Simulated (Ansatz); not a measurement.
# TiCo (Pm-3m): equation of state

How stiff is TiCo (Pm-3m)? Energies and pressures are computed at volumes on both sides of the relaxed cell and fitted.

Method: DFT PBE, scalar-relativistic, plane waves, PAW, in Ansatz 0.2.0.

**1. The starting structure**

It takes space group Pm-3m (No. 221, cubic). The conventional cell has a = 2.986 Å, b = 2.986 Å, c = 2.986 Å, α = 90.00°, β = 90.00°, γ = 90.00°. Ti (site symmetry m-3m) has 8 Co at 2.59 Å as nearest neighbours. Co (site symmetry m-3m) is surrounded by 8 Ti at 2.59 Å.

Coordinates:

```xyz
2
Lattice="2.9861 0.0000 0.0000 0.0000 2.9861 0.0000 0.0000 0.0000 2.9861" Properties=species:S:1:pos:R:3 pbc="T T T"
Ti    0.0000    0.0000    0.0000
Co    1.4931    1.4931    1.4931
```

An earlier run at PBE left this cell at 13.313 Å³/atom and 0.02 GPa (16×16×16 mesh).

Volume factors to run: 0.980, 1.020, 0.960, 1.040.

**2. Scaling the volume by 0.980**

Input file input.yaml:

```yaml
crystal:
  lattice:
    - [2.9660693728, 0.0, 0.0]
    - [0.0, 2.9660693728, 0.0]
    - [0.0, 0.0, 2.9660693728]
  atoms:
    - { symbol: Ti, position: [0.0, 0.0, 0.0] }
    - { symbol: Co, position: [0.5, 0.5, 0.5], spin: 1.1 }
basis:
  ecutwfc: 420
  ecutrho_ratio: 4
kpoints:
  mp_grid: { grid: [16, 16, 16] }
hamiltonian:
  xc: pbe
scf:
  occupations: { method: gaussian, width: 0.05 }
output:
  forces: true
  stress: true
  eigenvalues: true
  populations: true
magnetization:
  spin_polarized: true
```

Run with:

```bash
> ansatz run input.yaml --threads 2 --pin off --max-ram 5120MiB --backend cpu --events-out ev --progress --plain --runs-dir out
```

After this run come: At 1.020 of the relaxed volume; At 0.960 of the relaxed volume; At 1.040 of the relaxed volume.

**Question.** What will these runs give? Wanted: V0; B0; B0′; scatter of the fit.

As calculated:

| quantity | value |
| --- | --- |
| V0 | 13.315 Å³/atom |
| B0 | 169 GPa |
| B0′ | 4.2 |
| scatter of the fit | 0.002 meV/atom |

What this shows: The fitted minimum lies at 13.32 Å³/atom, and the bulk modulus is 169 GPa. One per cent of compression takes about 1.7 GPa. The moment on atom 2 grows from 0.95 to 1.05 μB on expansion. These are values at 0 K without zero-point motion.
